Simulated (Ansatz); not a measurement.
# Sn: how well frozen cores do

Aim: solve Sn at one geometry with LAPW, all electrons, PAW on the default files and datasets made for this crystal, and see where they agree.

Method: DFT LDA, scalar-relativistic, in Ansatz 0.2.0.

## (1) The starting structure

It takes space group I4_1/amd (No. 141, tetragonal). Conventional cell: a = 5.832 Å, b = 5.832 Å, c = 3.181 Å, α = 90.00°, β = 90.00°, γ = 90.00°. Around Sn (site symmetry -4m2) lie 6 Sn at 3.02 to 3.18 Å.

Structure file:

```cif
data_structure
_symmetry_space_group_name_H-M 'I4_1/amd:1'
_symmetry_Int_Tables_number 141
_cell_length_a 5.8317
_cell_length_b 5.8317
_cell_length_c 3.1813
_cell_angle_alpha 90.000
_cell_angle_beta 90.000
_cell_angle_gamma 90.000
_cell_volume 108.19
loop_
_atom_site_label
_atom_site_type_symbol
_atom_site_symmetry_multiplicity
_atom_site_Wyckoff_symbol
_atom_site_fract_x
_atom_site_fract_y
_atom_site_fract_z
_atom_site_occupancy
Sn1 Sn 4 a 0.00000 0.00000 0.00000 1
```

The file gives the conventional cell by its symmetry; the runs use the cell typed in the input.

The cell is a deposited one (Crystallography Open Database entry 1534488); the temperature and pressure of the measurement aren't taken into account, and nothing was relaxed.

Atoms are numbered in the order of the input: Sn1, Sn2.

## (2) LAPW, all electrons

Input file input.yaml:

```yaml
crystal:
  lattice:
    - [-2.91585, 2.91585, 1.59065]
    - [2.91585, -2.91585, 1.59065]
    - [2.91585, 2.91585, -1.59065]
  atoms:
    - { symbol: Sn, position: [0.0, 0.0, 0.0] }
    - { symbol: Sn, position: [0.75, 0.25, 0.5] }
kpoints:
  mp_grid: { grid: [15, 15, 15] }
  band_path:
    path:
      - [0.0, 0.0, 0.0]
      - [0.0, 0.0, 0.5]
      - [-0.5, 0.5, 0.5]
      - [0.0, 0.0, 0.0]
      - [0.3243975974, 0.3243975974, -0.3243975974]
      - [-0.3243975974, 0.6756024026, 0.3243975974]
      - [-0.5, 0.5, 0.5]
      - [0.0, 0.0, 0.5]
      - [0.25, 0.25, 0.25]
    npoints: 14
scf:
  occupations: { method: fermi_dirac, width: 0.05 }
hamiltonian:
  xc: lda
  pseudopotentials: { kind: all_electron, lapw: { basis_error: 0.0005 } }
output:
  forces: true
  stress: true
  eigenvalues: true
  populations: true
  dos: { projected: true, de: 0.2, e_range: [-14, 8] }
```

Started as:

```bash
$ ansatz run input.yaml --threads 1 --pin off --max-ram 3072MiB --backend cpu --events-out ev --progress --plain --runs-dir out
```

Output:

```text
Sn: projections on atomic orbitals take those of the free atom 1s2 2s2 2p6 3s2 3p6 3d10 4s2 4p6 4d10 5s2 5p2, of charge +0.00 (hamiltonian.pseudopotentials.projection_atoms)
LAPW: plane waves up to 7.758 Å⁻¹, error target 5.0e-4 eV per atom; small_component_spin mean_spin; Sn in spheres of 1.511 Å, 22 of its electrons in bands, Dirac shells []
Engine: ansatz 0.2.0
Pseudopotentials: kind: all_electron
Pseudopotential: Sn, LAPW, valence charge 22, Koelling and Harmon's equation, gaussian nucleus
Functional definition: SPW92
  exchange = slater_x
  correlation = pw_c
Crystal: 2 atoms, lattice volume = 54.096 Å³
Basis set: ecut = 229.309604758151 eV, 419 PW (Γ), FFT grids on a1+a2, a2, a3, exchange–correlation at level 2
Bands: 27, of which v1, the nominal top of the filled ones, is band 22 counted from 1 (21 counted from 0)
Symmetry: 16 space group operations
Space group: I41/amd (ITA 141), of the structure as read, at distance tolerance 3.8e-5 Å
k-points: 288 of 3375
Non-local potential: Sn, projectors of the file, none
Initial density: superposition of atomic densities (chi_scale 0.1, normalization cell)
Initial wavefunctions: plane waves of lowest kinetic energy (no species holds an atomic orbital)
Functional: x = slater, c = lda
iter 1 solved again at ethr=8.27e-5 eV; its pass at ethr=1.00e-1 eV (dr2=3.64e-2 eV) is discarded
SCF iter   1: F=—  HF=-335889.876812 eV  |F-HF|=—  |Δ(HF+E_count)|=         —  Δρ=9.78e-3  dr2=3.66e-2  ethr=8.27e-5  ⟨swp⟩=3.0  Hψ=53300  notcnv=0
preconditioner: auto → Kerker (q_TF=auto, 2.636 Å⁻¹)  [metal: Δε(μ)=0.018 eV  Ē_g=20.746 eV  σ=0.050 eV  W_gap=0.09  n_scr=16 (ndim 8)  ℏωp=26.7 eV  f_vac=0.000  D(μ)=0.91/eV (n_scr^D=4)]
SCF iter   2: F=—  HF=-335889.844911 eV  |F-HF|=—  |Δ(HF+E_count)|=   3.19e-2  Δρ=6.42e-3  dr2=1.86e-2  ethr=8.27e-5  ⟨swp⟩=2.0  Hψ=23226  notcnv=0
SCF iter   3: F=—  HF=-335889.842080 eV  |F-HF|=—  |Δ(HF+E_count)|=   2.83e-3  Δρ=3.51e-3  dr2=6.28e-3  ethr=4.23e-5  ⟨swp⟩=2.0  Hψ=22909  notcnv=0
SCF iter   4: F=—  HF=-335889.841665 eV  |F-HF|=—  |Δ(HF+E_count)|=   4.15e-4  Δρ=1.18e-3  dr2=9.23e-4  ethr=1.43e-5  ⟨swp⟩=2.0  Hψ=22917  notcnv=0
iter 5 solved again at ethr=7.65e-8 eV; its pass at ethr=2.10e-6 eV (dr2=3.37e-5 eV) is discarded
SCF iter   5: F=—  HF=-335889.841475 eV  |F-HF|=—  |Δ(HF+E_count)|=   1.89e-4  Δρ=2.04e-4  dr2=3.37e-5  ethr=7.65e-8  ⟨swp⟩=2.0  Hψ=38822  notcnv=0
SCF iter   6: F=—  HF=-335889.841473 eV  |F-HF|=—  |Δ(HF+E_count)|=   2.41e-6  Δρ=8.27e-5  dr2=5.69e-6  ethr=7.65e-8  ⟨swp⟩=2.0  Hψ=22909  notcnv=0
SCF iter   7: F=—  HF=-335889.841474 eV  |F-HF|=—  |Δ(HF+E_count)|=   5.26e-7  Δρ=2.11e-5  dr2=3.56e-7  ethr=1.29e-8  ⟨swp⟩=2.0  Hψ=22909  notcnv=0
SCF iter   8: F=-335889.841473 eV  HF=-335889.841473 eV  |F-HF|=4.07e-9  |Δ(HF+E_count)|=   1.01e-7  Δρ=5.25e-6  dr2=1.07e-8  ethr=8.10e-10  ⟨swp⟩=2.0  Hψ=22909  notcnv=0
SCF 1 converged in 8 iterations: F = -335889.841473 eV  dr2 = 1.07e-8
NSCF: frozen V_eff on 113 k-points
SCF converged after 8 iterations
Free energy (F): -335889.841473 eV
Harris-Foulkes:  -335889.841473 eV  (|F-HF|=4.07e-9)
Internal energy: -335889.833844 eV  (E = F + TS)
E sigma→0 (E₀):  -335889.837659 eV
Entropy (-TS):   -0.007629 eV (-3.814 meV/atom)
Fermi energy:    13.389692 eV
--- Per-component energies (eV) ---
  E_band       = -1406.320860
  E_kinetic    = 353167.372648
  E_xc         = -8702.740166
  E_electrostatic = -680354.466327  (all electrons and nuclei)
  E_smearing   = -0.007629  (= −TS)
  E_closure    = 0.000000  (closes the sum)
  E_atoms      = -335880.893080  (free atoms, spherical and without spin; not in F)
  Σ components = -335889.841473   (vs F -335889.841473, Δ=0.00e0)
  Basis errors (estimates in eV, not in F): energy 1.6e-4 per atom: plane waves 1.5e-4 (8.2e-5 summed), levels above the bands 1.2e-60, relativity 2.4e-9, radial functions 1.1e-5, core shells 3.8e-9; eigenvalues (radial functions only) 6.4e-7; not estimated: angular momenta, meshes, grids; target (lapw.basis_error) 5.0e-4; muffin-tin radii Sn 1.511 Å
--- Forces (eV/Å), atoms counted from 1 ---
  atom   1  Sn     0.00000000    -0.00000000     0.00000000
  atom   2  Sn     0.00000000    -0.00000000     0.00000000
  max |Σ_I F_I| component: 4.77e-18 eV/Å
--- Stress (GPa, compression-positive) ---
       -1.460000      -0.000000      -0.000000
       -0.000000      -1.460000       0.000000
       -0.000000       0.000000      -2.431411
  P = ⅓ Tr σ = -1.7838 GPa (-17.838 kbar)
--- Band table (eV; the first three rows and the last of 288) ---
  k-point 0: bands = ["-115.5138", "-115.5130", "-71.4397", "-71.4394", "-71.4298", "-71.4298", "-71.4221", "-71.4221", "-8.1309", "-8.0390", "-8.0000", "-7.9832", "-7.8313", "-7.8313", "-7.8200", "-7.8200", "-7.7315", "-7.6214", "2.2135", "9.6549", "11.4327", "11.4327", "16.4919", "19.5860", "19.5860", "20.1643", "20.2486"]
  k-point 1: bands = ["-115.5138", "-115.5130", "-71.4397", "-71.4394", "-71.4297", "-71.4297", "-71.4222", "-71.4222", "-8.1271", "-8.0397", "-7.9968", "-7.9857", "-7.8331", "-7.8291", "-7.8190", "-7.8186", "-7.7338", "-7.6253", "2.2536", "9.2958", "11.4806", "11.7158", "16.6776", "19.1718", "19.3541", "20.1922", "20.2572"]
  k-point 2: bands = ["-115.5138", "-115.5130", "-71.4397", "-71.4394", "-71.4295", "-71.4294", "-71.4224", "-71.4224", "-8.1158", "-8.0417", "-7.9929", "-7.9871", "-7.8388", "-7.8232", "-7.8161", "-7.8145", "-7.7405", "-7.6365", "2.3738", "8.5644", "11.6239", "12.2320", "17.2217", "18.4038", "18.7831", "20.0448", "20.2129"]
  k-point 287: bands = ["-115.5134", "-115.5134", "-71.4395", "-71.4395", "-71.4304", "-71.4303", "-71.4216", "-71.4215", "-8.0535", "-8.0531", "-7.8683", "-7.8566", "-7.8469", "-7.8438", "-7.8278", "-7.8195", "-7.8150", "-7.8129", "5.6578", "5.7979", "8.6357", "8.7784", "18.4194", "18.4219", "22.4597", "22.6454", "25.6588"]
--- Löwdin populations: 2 sites ---
  site symbol       q [e]
     0     Sn     49.9786
     1     Sn     49.9786
  spilling = 0.000428 (of n_electrons = 100.000000)
```

Wall time 98 s (1 thread of Arm Neoverse V2, shared host); peak memory 0.86 GiB.

In short: pressure -1.78 GPa; no gap.

Levels at the path's labelled points, in eV from the Fermi level:

```tsv
point	band 19	band 20	band 21	band 22	band 23	band 24	band 25
Γ	-11.18	-3.73	-1.96	-1.96	3.10	6.20	6.20
X	-8.93	-8.93	0.62	0.62	1.58	1.58	5.97
M	-7.61	-7.61	-4.77	-4.77	5.02	5.02	9.32
Γ	-11.18	-3.73	-1.96	-1.96	3.10	6.20	6.20
Z	-6.58	-5.64	-3.01	-2.90	-2.90	3.03	5.61
Z0	-6.58	-5.64	-3.01	-2.90	-2.90	3.03	5.61
M	-7.61	-7.61	-4.77	-4.77	5.02	5.02	9.32
X	-8.93	-8.93	0.62	0.62	1.58	1.58	5.97
P	-6.05	-6.05	-3.51	-3.51	3.58	3.58	3.92
```

States per cell, counted by energy window (eV from the Fermi level, on a grid of 0.20 eV):

```tsv
from	to	total	Sn 5p	Sn 5s
-10	-9	0.45	0.16	0.29
-9	-8	0.61	0.22	0.39
-8	-7	0.87	0.25	0.61
-7	-6	0.76	0.21	0.55
-6	-5	0.59	0.21	0.38
-5	-4	0.40	0.19	0.21
-4	-3	0.75	0.60	0.14
-3	-2	0.92	0.78	0.13
-2	-1	1.24	1.12	0.11
-1	0	1.04	0.91	0.12
0	1	0.97	0.78	0.17
1	2	0.94	0.73	0.17
2	3	1.10	0.85	0.17
3	4	1.25	0.91	0.11
4	5	1.57	1.16	0.10
```

## (3) PAW on the default files

Changes to input.yaml since step 2:

```diff
@@ -26,3 +26,3 @@
   xc: lda
-  pseudopotentials: { kind: all_electron, lapw: { basis_error: 0.0005 } }
+  pseudopotentials: { kind: paw }
 output:
@@ -31,3 +31,9 @@
   eigenvalues: true
+  efg: { contact_densities: true }
   populations: true
+  bader: true
   dos: { projected: true, de: 0.2, e_range: [-14, 8] }
+  write_density: true
+  write_potential: true
+  elf: true
+  volumetric_format: npy
```

Started as:

```bash
$ ansatz run input.yaml --threads 1 --pin off --max-ram 3072MiB --backend cpu --events-out ev --progress --plain --runs-dir out
```

Output:

```text
Sn: output.efg is read without spin–orbit coupling, which moves field gradients at and beside such atoms by some per cent and up to a factor of two; PAW files take it under magnetization.noncollinear and magnetization.spin_orbit
[... 1 set-up line as earlier in the session ...]
Pseudopotentials: kind: paw
Pseudopotential: Sn, paw, valence charge 14, recommended cutoff 420 eV (normal)
[... 3 set-up lines as earlier in the session ...]
Crystal: 2 atoms, lattice volume = 54.096 Å³
Basis set: ecut = 420 eV, 1061 PW (Γ)
Bands: 18, of which v1, the nominal top of the filled ones, is band 14 counted from 1 (13 counted from 0)
[... 2 set-up lines as earlier in the session ...]
k-points: 288 of 3375
Non-local potential: Sn, projectors of the file, l = 0: 2, l = 1: 2, l = 2: 2, l = 3: 2
PAW form: soft (Blöchl's): semilocal exchange-correlation on the pseudo side does not see the compensation charge
PAW frozen core: Sn, regenerated for the run's functional, and the local potential with it (the file was generated under x = pbe(κ = 0.804, μ = 0.2195149727645171), c = pbe(β = 0.06672455060314922))
PAW one-centre angular grid: Sn, 590 points (default); XC on 64 Gauss nodes
Initial density: superposition of atomic densities (neutral atoms: chi_scale 0, normalization atom), corrected by the library's trained network
Initial wavefunctions: pseudopotential atomic-orbital guess
[... 1 set-up line as earlier in the session ...]
SCF iter   1: F=—  HF=-11759.067418 eV  |F-HF|=—  |Δ(HF+E_count)|=         —  Δρ=6.53e-3  dr2=1.03e-2  ethr=1.77e-3  ⟨swp⟩=6.0  Hψ=26692  notcnv=0
preconditioner: auto → Kerker (q_TF=auto, 2.445 Å⁻¹)  [metal: Δε(μ)=0.017 eV  Ē_g=20.119 eV  σ=0.050 eV  W_gap=0.09  n_scr=16 (ndim 8)  ℏωp=26.7 eV  f_vac=0.000  D(μ)=0.92/eV (n_scr^D=4)]
SCF iter   2: F=—  HF=-11759.061353 eV  |F-HF|=—  |Δ(HF+E_count)|=   6.06e-3  Δρ=3.53e-3  dr2=3.14e-3  ethr=3.69e-5  ⟨swp⟩=2.1  Hψ=9072  notcnv=0  defer=2
SCF iter   3: F=—  HF=-11759.060265 eV  |F-HF|=—  |Δ(HF+E_count)|=   1.09e-3  Δρ=5.10e-4  dr2=1.95e-4  ethr=1.12e-5  ⟨swp⟩=2.0  Hψ=8060  notcnv=0  defer=2
SCF iter   4: F=—  HF=-11759.060232 eV  |F-HF|=—  |Δ(HF+E_count)|=   3.32e-5  Δρ=5.27e-4  dr2=7.27e-5  ethr=6.96e-7  ⟨swp⟩=2.0  Hψ=9227  notcnv=0  defer=2
SCF iter   5: F=—  HF=-11759.060174 eV  |F-HF|=—  |Δ(HF+E_count)|=   5.79e-5  Δρ=7.75e-5  dr2=2.81e-6  ethr=2.60e-7  ⟨swp⟩=2.1  Hψ=8479  notcnv=0  defer=2
SCF iter   6: F=—  HF=-11759.060174 eV  |F-HF|=—  |Δ(HF+E_count)|=   7.02e-9  Δρ=3.89e-5  dr2=1.11e-6  ethr=1.00e-8  ⟨swp⟩=2.0  Hψ=8911  notcnv=0  defer=2
SCF iter   7: F=-11759.060174 eV  HF=-11759.060174 eV  |F-HF|=8.65e-8  |Δ(HF+E_count)|=   5.00e-7  Δρ=1.22e-5  dr2=8.54e-8  ethr=3.57e-10  ⟨swp⟩=7.3  Hψ=33855  notcnv=0
SCF 1 converged in 7 iterations: F = -11759.060174 eV  dr2 = 8.54e-8
NSCF: frozen V_eff on 113 k-points
SCF converged after 7 iterations
Free energy (F): -11759.060174 eV
Harris-Foulkes:  -11759.060174 eV  (|F-HF|=8.65e-8)
Internal energy: -11759.052542 eV  (E = F + TS)
E sigma→0 (E₀):  -11759.056358 eV
Entropy (-TS):   -0.007631 eV (-3.816 meV/atom)
Fermi energy:    10.429061 eV
--- Per-component energies (eV) ---
  E_band       = -170.295177
  E_kinetic    = 375.982995
  E_local      = -1706.446235  (includes V_loc(G=0)·N_el)
  E_nonlocal   = -56.128771
  E_hartree    = 1061.642674
  E_xc         = -758.534658
  E_vxc        = -197.800348  (∫ρ·V_xc dr)
  E_paw        = -7989.028582  (= ΣΔE_a)
  E_vpaw       = -709.169451  (= ΣTr[D̂ρ^β])
  E_aug_tail   = -0.000001  (compensation charges beyond the density's cutoff)
  E_ewald      = -2687.389761
  E_core_change = 0.849796  (= ΣΔE_core)
  E_smearing   = -0.007631  (= −TS)
  E_closure    = -0.000000  (closes the sum)
  Σ components = -11759.060174   (vs F -11759.060174, Δ=0.00e0)
--- Forces (eV/Å), atoms counted from 1 ---
  atom   1  Sn    -0.00000000    -0.00000000     0.00000000
  atom   2  Sn    -0.00000000    -0.00000000     0.00000000
  max |Σ_I F_I| component: 4.86e-17 eV/Å
--- Stress (GPa, compression-positive) ---
       -1.473669       0.000000       0.000000
        0.000000      -1.473669       0.000000
       -0.000000      -0.000000      -2.446717
  P = ⅓ Tr σ = -1.7980 GPa (-17.980 kbar)
--- PAW observables at the nuclei: V_zz in 10²¹ V/m², potentials from the cell's mean, atoms counted from 1 ---
  atom   1  Sn V_zz =    +4.508100   η = 0.0000   by run symmetry: allowed
            electrostatic potential = -8174.259921 V   contact ρ = 1231487.526543 e/Å³
  atom   2  Sn V_zz =    +4.508100   η = 0.0000   by run symmetry: allowed
            electrostatic potential = -8174.259921 V   contact ρ = 1231487.526543 e/Å³
--- Band table (eV; the first three rows and the last of 288) ---
  k-point 0: bands = ["-11.1048", "-11.0154", "-10.9745", "-10.9597", "-10.8078", "-10.8078", "-10.7966", "-10.7966", "-10.7068", "-10.5967", "-0.7465", "6.6929", "8.4731", "8.4731", "13.5308", "16.6275", "16.6275", "17.2039"]
  k-point 1: bands = ["-11.1010", "-11.0161", "-10.9713", "-10.9622", "-10.8097", "-10.8056", "-10.7956", "-10.7952", "-10.7091", "-10.6006", "-0.7064", "6.3341", "8.5211", "8.7558", "13.7166", "16.2123", "16.3952", "17.2320"]
  k-point 2: bands = ["-11.0898", "-11.0180", "-10.9692", "-10.9617", "-10.8153", "-10.7997", "-10.7927", "-10.7910", "-10.7158", "-10.6118", "-0.5862", "5.6033", "8.6643", "9.2714", "14.2610", "15.4438", "15.8240", "17.0849"]
  k-point 287: bands = ["-11.0294", "-11.0289", "-10.8436", "-10.8318", "-10.8219", "-10.8188", "-10.8043", "-10.7958", "-10.7916", "-10.7894", "2.6968", "2.8367", "5.6762", "5.8187", "15.4593", "15.4618", "19.5000", "19.6859"]
--- Löwdin populations: 2 sites ---
  site symbol       q [e]
     0     Sn     13.9720
     1     Sn     13.9720
  spilling = 0.001998 (of n_electrons = 28.000000)
--- Bader charges: 2 sites ---
  site symbol  charge [e]  shift [e]
     0     Sn      0.0000     0.0000
     1     Sn      0.0000     0.0000
  estimated error of the sums over rays = 9.2e-5 e
```

Wall time 31 s (1 thread of Arm Neoverse V2, shared host); peak memory 0.47 GiB.

Result: pressure -1.80 GPa; no gap; Vzz Sn1 4.51 (η = 0.00) (10²¹ V/m²).

```tsv
atom	Bader charge (e)	basin volume (Å³)
Sn1	+0.00	27.05
```

The fields are shown in the conventional cell of this run's space group, carried over from its grid by interpolation.

Density in a lattice plane of the grid's cell (edges 5.83 and 3.18 Å, at 0.000 of the third edge), which holds Sn.

Ten even steps from ' ' (0.09 e/Å³) to '@' (16.55 e/Å³):
```
**==::              ..::--::..              ::==
....              ..--**%%**--..              ..
                  ..--**%%**--..                
                    ..::--::..                  
                                                
                                                
                                                
....                                          ..
**==::                                      ::==
@@##--..                                  ..--##
```
Columns run along the first of these edges and rows up along the second, over one cell in 24 and 10 even steps from the bottom left corner. Atoms in the plane (fractional): Sn at (0.00, 0.00), Sn at (0.50, 0.75).

ELF in the same plane.

Ten even steps from '0' (0.00) to '9' (0.51):
```
002568987642124668986520
345679986510001568997654
666788876510001567888766
777766776642124667766777
877644466666566666444677
777653345666666654335677
666665334677877643356666
345666555677877655566654
002567877776667777776520
001467997666566679976410
```
Columns run along the first of these edges and rows up along the second, over one cell in 24 and 10 even steps from the bottom left corner. Atoms in the plane (fractional): Sn at (0.00, 0.00), Sn at (0.50, 0.75).

Both are smooth fields of the valence electrons: close to the nuclei they are not physical.

Outside the cores ELF peaks at 0.52 on the Sn–Sn line, 1.5 Å from Sn.

## (4) Datasets made for this crystal

Changes to input.yaml since step 3:

```diff
@@ -21,3 +21,3 @@
       - [0.25, 0.25, 0.25]
-    npoints: 14
+    npoints: 8
 scf:
@@ -26,3 +26,3 @@
   xc: lda
-  pseudopotentials: { kind: paw }
+  pseudopotentials: { kind: all_electron, datasets: crystal }
 output:
@@ -32,8 +32 @@
   efg: { contact_densities: true }
-  populations: true
-  bader: true
-  dos: { projected: true, de: 0.2, e_range: [-14, 8] }
-  write_density: true
-  write_potential: true
-  elf: true
-  volumetric_format: npy
```

Started as:

```bash
$ ansatz run input.yaml --threads 1 --pin off --max-ram 3072MiB --backend cpu --events-out ev --progress --plain --runs-dir out
```

Output, shortened:

```text
[...]
band count auto-derived: 20 (N_el = 28.0; filled up to band 14; 18 by the electrons, moments and atoms)
Sn: output.efg is read without spin–orbit coupling, which moves field gradients at and beside such atoms by some per cent and up to a factor of two; PAW files take it under magnetization.noncollinear and magnetization.spin_orbit
[...]
[... 1 set-up line as earlier in the session ...]
Pseudopotential: Sn, paw, valence charge 14, recommended cutoff 240 eV (normal), Koelling and Harmon's equation, gaussian nucleus
[... 1 set-up line as earlier in the session ...]
[...]
Crystal: 2 atoms, lattice volume = 54.096 Å³
Basis set: ecut = 240 eV, 453 PW (Γ)
Bands: 20, of which v1, the nominal top of the filled ones, is band 14 counted from 1 (13 counted from 0)
[... 2 set-up lines as earlier in the session ...]
k-points: 288 of 3375
[...]
  atom   1  Sn    -0.00000000    -0.00000000     0.00000000
  atom   2  Sn    -0.00000000    -0.00000000     0.00000000
[...]
--- Stress (GPa, compression-positive) ---
       -1.459615       0.000000       0.000000
        0.000000      -1.459615      -0.000000
        0.000000       0.000000      -2.431521
  P = ⅓ Tr σ = -1.7836 GPa (-17.836 kbar)
--- PAW observables at the nuclei: V_zz in 10²¹ V/m², potentials from the cell's mean, atoms counted from 1 ---
  atom   1  Sn V_zz =    +4.570708   η = 0.0000   by run symmetry: allowed
            electrostatic potential = -8170.242173 V   contact ρ = 1231370.184144 e/Å³
  atom   2  Sn V_zz =    +4.570708   η = 0.0000   by run symmetry: allowed
            electrostatic potential = -8170.242173 V   contact ρ = 1231370.184144 e/Å³
--- Band table (eV; the first three rows and the last of 288) ---
  k-point 0: bands = ["-8.1312", "-8.0388", "-8.0002", "-7.9830", "-7.8311", "-7.8311", "-7.8199", "-7.8199", "-7.7317", "-7.6217", "2.2135", "9.6550", "11.4327", "11.4327", "16.4919", "19.5860", "19.5860", "20.1643"]
[...]
```

It took 41 s on 1 thread of Arm Neoverse V2, shared host; peak memory 0.75 GiB.

Read from it: pressure -1.78 GPa; no gap; Vzz Sn1 4.57 (η = 0.00) (10²¹ V/m²).

```tsv
atom	contact density (e/Å³)
Sn1	1231370
```

## (5) Comparison

| method | pressure (GPa) | Vzz Sn1 (10²¹ V/m²) | SCF cycles, all passes |
| --- | --- | --- | --- |
| LAPW | -1.78 | – | 8 |
| PAW | -1.80 | 4.51 | 7 |
| crystal datasets | -1.78 | 4.57 | 8 |

## (6) Outcome

```
           quantity                                              value
           pressure  LAPW -1.78, PAW -1.80, crystal datasets -1.78 GPa
         gap (LAPW)                                               none
Bader charges (PAW)                                        Sn1 +0.00 e
  highest ELF (PAW)                               0.52, 1.49 Å from Sn
```

At this geometry the cell is under tension of 1.8 GPa, so it would shrink if let go. There is no gap at this level; the crystal is a metal here. Sn 5p carries the largest share, 84 %, of the projected states within 0.3 eV of the Fermi level. The projection holds only the free atom's occupied shells (Sn 5s, Sn 5p in this range). The field gradient at Sn1, the largest by crystal datasets, is 4.51 by PAW and 4.57 by crystal datasets (10²¹ V/m²), within 5 %. No spin–orbit coupling: at heavy atoms the gradients can be off by tens of per cent for that reason. PAW lies -0.01 GPa from LAPW in pressure. The price, with the outputs that each input asks for: 98 s for LAPW against 31 s for PAW, about 3 to one.
